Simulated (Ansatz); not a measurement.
**AsH+ (doublet): the correlation ladder, cc-pVQZ**

Aim: climb from Hartree-Fock through coupled cluster and multireference methods for AsH+ (doublet) at one geometry and basis, and see what each rung misses.

Program: Ansatz 0.2.0, Gaussian basis. Level of theory: cc-pVQZ, core rule «outside noble gas», up to 14 orbitals frozen. These are calculated values, not measurements.

Plan: UHF; CCSD(T) on ROHF; CCSD(T) on UHF; BCCD(T) on ROHF; CCSDT(Q) on ROHF; CCSDT(Q) on UHF; CASSCF and MRCISD+Q, 5 electrons in 5 orbitals; CASSCF and NEVPT4(SD), 5 electrons in 5 orbitals; CASSCF and NEVPT2, 5 electrons in 5 orbitals.

4 further runs of the same task are left out: 2 that didn't finish, 2 set aside as unsound or not needed.

## 1. What is computed

The geometry is a PBE0/def2-TZVP stationary point (not a proven minimum). No spin-orbit coupling is included. The filled d shell of As may be among the frozen orbitals whatever the setting's name suggests; the logs give the count.

2 atoms, charge 1, spin multiplicity 2.

Atoms are counted from 1 here; the program's logs count them from 0.

Bond lengths: As1–H2 1.535 Å.

## 2. UHF

File in.yaml:

```yaml
crystal:
  periodic: [false, false, false]
  atoms:
    - {symbol: As, position_ang: [0.000000, 0.000000, 0.000000]}
    - {symbol: H, position_ang: [0.000000, 0.000000, 1.534800]}
basis:
  gaussian: {orbitals: cc-pVQZ}
total_charge: 1
magnetization: {spin_polarized: true, initial_magnetization: 1}
hamiltonian: {xc: hf}
output: {orbitals: {seedname: orbitals}}
```

On the command line:

```console
$ ansatz run in.yaml --threads 1 --pin off --events-out ev --progress --plain --max-ram 2816MiB --backend cpu
```

Further steps of the session: CCSD(T) on ROHF; CCSD(T) on UHF; BCCD(T) on ROHF; CCSDT(Q) on ROHF; CCSDT(Q) on UHF; CASSCF and MRCISD+Q, 5 electrons in 5 orbitals; CASSCF and NEVPT4(SD), 5 electrons in 5 orbitals; CASSCF and NEVPT2, 5 electrons in 5 orbitals.

Q: Predict the results of all the runs planned. Wanted: UCCSDT(Q) below the RHF energy; RMP2 from UCCSDT(Q); UMP2 from UCCSDT(Q); RCCSD from UCCSDT(Q); RCCSD(T) from UCCSDT(Q); UCCSD(T) from UCCSDT(Q); RCCSDT(Q) from UCCSDT(Q); NEVPT2 valence from UCCSDT(Q); NEVPT4(SD) valence from UCCSDT(Q).

**Answer**, as computed:

| quantity | value |
| --- | --- |
| UCCSDT(Q) below the RHF energy | -3.1415 eV |
| RMP2 from UCCSDT(Q) | +61.5 kJ/mol |
| UMP2 from UCCSDT(Q) | +62.8 kJ/mol |
| RCCSD from UCCSDT(Q) | +9.7 kJ/mol |
| RCCSD(T) from UCCSDT(Q) | +2.0 kJ/mol |
| UCCSD(T) from UCCSDT(Q) | +1.6 kJ/mol |
| RCCSDT(Q) from UCCSDT(Q) | +0.4 kJ/mol |
| NEVPT2 valence from UCCSDT(Q) | +48.7 kJ/mol |
| NEVPT4(SD) valence from UCCSDT(Q) | +7.3 kJ/mol |
| MRCISD+Q valence from UCCSDT(Q) | +0.8 kJ/mol |
| levels within 1 kcal/mol (43 meV) | RCCSD(T), UCCSD(T), BCCD(T), RCCSDT, UCCSDT, RCCSDT(Q), MRCISD+Q valence |
| T1 diagnostic | 0.019 |
| effectively unpaired electrons | 1.03 |

What this shows: RCCSD(T) lands +2.0 kJ/mol from the yardstick (0.7 % of the correlation energy). One determinant dominates. Of the multireference levels listed MRCISD+Q valence comes nearest in total energy (+0.8 kJ/mol), which doesn't show that its space is the better one. These misses are within one basis, not against nature; the frozen cores of restricted and unrestricted runs differ, which can shift their rows.
